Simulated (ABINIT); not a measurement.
Runs of ABINIT 10.8.3 (patched build) on HPbNO4. The typed cell holds 7 atoms: a = 3.857 Å, b = 4.338 Å, c = 5.984 Å, α = 81.87°, β = 83.26°, γ = 87.68°. The cell was built by a generator and needn't be a form met in nature.

```tsv
task	level	potentials or basis	k mesh	cutoff (eV)	fine-grid cutoff	gap on the mesh (eV)	pressure (GPa)	largest force (eV/Å)
single point	PBE	SG15 NC PBE v1.2	4 × 4 × 3	1143	-	0.55	(b)	0.11
band structure	LDA	JTH PAW PBE v2.0	5 × 4 × 4	816	1414.99 eV	0.27	-6.2	0.78
band structure	PBE	Ansatz PAW PBE generated set soft_1, frozen core	5 × 4 × 4	490	979.61 eV	0.26	0.0	(a)
single point	PBE	JTH PAW PBE v2.0 sp	4 × 4 × 3	707	1306.15 eV	0.52	2.7	0.87
```

Alike in all rows: no spin polarisation; cell as given; smearing fermi-dirac 0.05 eV.

Q: Estimate the missing entries.

A: (a) 0.02; (b) 0.1.

Caveats: spin-orbit coupling is left out, which as a rule narrows the gap of such compounds by several tenths of an eV; the atomic spheres overlap (some runs); an odd mesh through Γ misses points on the zone boundary, where band edges often lie (some runs); the PAW data sets were made with another functional, which shifts forces and pressure a little (some runs); this set keeps more shells in the core, which shifts pressures and gaps (some runs).

A k mesh can miss the band edges, and the runs leave out spin-orbit coupling on Pb.

Not every run made on this cell is shown here.
